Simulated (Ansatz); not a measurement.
Task: a search for lower mean-field states of CH4OSn, SMILES [CH3][Sn][OH], with Ansatz 0.2.0 through its Python package. Give the script and its output. Settings (for the species named): Hartree-Fock, def2-SVP basis, multiplicity 1.

```xyz
7

C    -0.8544    0.4720   -0.2408
Sn    1.1688    0.2471   -0.7195
O     1.8340   -1.3235    0.2481
H    -1.3946   -0.3770   -0.5595
H    -1.2923    1.3922   -0.8168
H    -1.0184    0.6922    0.8379
H     1.6182   -1.1710    1.2049
```

The script, `states_ch4osn.py`:
```python
# -*- coding: utf-8 -*-
'''Restricted and unrestricted solutions of CH4OSn, stretched and not.'''

import ansatz as az
import numpy as np

BASIS_SET = 'def2-SVP'
FUNCTIONAL = 'hf'

GEOMETRY = '''
C    -0.85440    0.47200   -0.24080
Sn    1.16880    0.24710   -0.71950
O     1.83400   -1.32350    0.24810
H    -1.39460   -0.37700   -0.55950
H    -1.29230    1.39220   -0.81680
H    -1.01840    0.69220    0.83790
H     1.61820   -1.17100    1.20490
'''

mol = az.Crystal.molecule()
for line in GEOMETRY.strip().splitlines():
    symbol, *xyz = line.split()
    mol = mol.atom(symbol, [float(v) for v in xyz])
symbols = [site.symbol for site in mol.cartesian_sites]

start = np.array([site.position_ang for site in mol.cartesian_sites])
for factor in [1.0, 1.3]:
    xyz = (start - start.mean(axis=0)) * factor
    scaled = az.Crystal.molecule()
    for symbol, place in zip(symbols, xyz):
        scaled = scaled.atom(symbol, place.tolist())
    model = (
        scaled.calculation()
        .basis(gaussian=BASIS_SET)
        .functional(FUNCTIONAL)
        .spin('collinear')
    )
    for search in ('off', 'standard'):
        try:
            data = model.scf(lower_state_search=search).run().report
        except az.AnsatzError as error:
            print(f'x{factor} search {search}: {type(error).__name__}')
            continue
        state = data['mean_field']['state']
        print(f'all distances x{factor}, search {search:8s} E = {data["free_energy_ev"]:.5f} eV  <S^2> = {abs(state["spin_squared"]):.3f}  other states met: {len(data["mean_field"]["others"])}')
```

Running `python states_ch4osn.py` prints:
```text
all distances x1.0, search off      E = -8933.33279 eV  <S^2> = 0.000  other states met: 0
all distances x1.0, search standard E = -8933.34107 eV  <S^2> = 0.130  other states met: 2
all distances x1.3, search off      E = -8925.76803 eV  <S^2> = 0.000  other states met: 0
all distances x1.3, search standard E = -8925.87858 eV  <S^2> = 0.665  other states met: 8
```

Reading the output:
- Total energies depend on the basis set; only differences at equal settings carry meaning.
- The count of other states can hold repeated and symmetry-equivalent ends of the search; scaling all distances is a test, and for more than two atoms no physical path.
- The structure is a rough, unrelaxed start.
- def2 sets replace the cores of elements past krypton by effective core potentials.
- The expectation value of S² is noticeably off S(S+1) in at least one run, so that state is spin-contaminated.
- Timing: 13 s on 1 thread of AMD EPYC 9R14 (Zen 4) (shared host), peak memory 0.26 GiB.

(Lines on the test bed's own set-up are left out of the output.)
